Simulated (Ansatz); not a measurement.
# TiAl: the cost of one run

Computed with Ansatz 0.2.0 (DFT PBEsol, scalar-relativistic, plane waves, PAW, unless a step's input says otherwise).

24 further runs of the same task are left out: 24 set aside as unsound or not needed.

**1. The starting structure**

The structure is cubic, space group Pm-3m (No. 221). The conventional cell has a = 3.156 Å, b = 3.156 Å, c = 3.156 Å, α = 90.00°, β = 90.00°, γ = 90.00°. Ti (site symmetry m-3m) is surrounded by 8 Al at 2.73 Å. Around Al (site symmetry m-3m) lie 8 Ti at 2.73 Å.

As a file:

```cif
data_structure
_symmetry_space_group_name_H-M 'P 1'
_symmetry_Int_Tables_number 1
_cell_length_a 3.1564
_cell_length_b 3.1564
_cell_length_c 3.1564
_cell_angle_alpha 90.000
_cell_angle_beta 90.000
_cell_angle_gamma 90.000
_cell_volume 31.45
loop_
_atom_site_label
_atom_site_type_symbol
_atom_site_fract_x
_atom_site_fract_y
_atom_site_fract_z
_atom_site_occupancy
Ti1 Ti 0.00000 0.00000 0.00000 1
Al1 Al 0.50000 0.50000 0.50000 1
```

It goes back to an entry of the Materials Project, which need not be the stable form.

It is the result of an earlier relaxation at this level (volume 15.72 Å³/atom; gap on the mesh: none (metal)).

**2. Plan of the line**

The energy is mapped over volume and the cell's shape.

The axes are (1) volume per atom: 7 values from 14.46 to 16.98 Å³; (2) c/a of the conventional cell: 9 values from 0.870 to 1.518.

Nothing else is relaxed (symmetry fixes all fractional coordinates). Energies count from the relaxed crystal. Points are written as (first, second).

**3. The run at (15.72 Å³, 0.870)**

input.yaml reads:

```yaml
crystal:
  lattice:
    - [3.3060978212, 0.0, 0.0]
    - [0.0, 3.3060978212, 0.0]
    - [0.0, 0.0, 2.876966324]
  atoms:
    - { symbol: Ti, position: [0.0, 0.0, 0.0] }
    - { symbol: Al, position: [0.5, 0.5, 0.5] }
basis:
  ecutwfc: 520.0
kpoints:
  mp_grid: { grid: [16, 16, 16] }
hamiltonian:
  xc: pbesol
scf:
  occupations: { method: gaussian, width: 0.15 }
output:
  forces: true
  stress: true
  eigenvalues: true
```

The run is started by

```bash
> ansatz run input.yaml --threads 1 --pin off --max-ram 2048MiB --backend cpu --events-out ev --progress --plain --runs-dir out
```

**Question.** How long does this run take on 1 thread of Arm Neoverse V2, shared host, and how much memory does it need?

About 9.9 s, with a peak of 0.46 GiB.
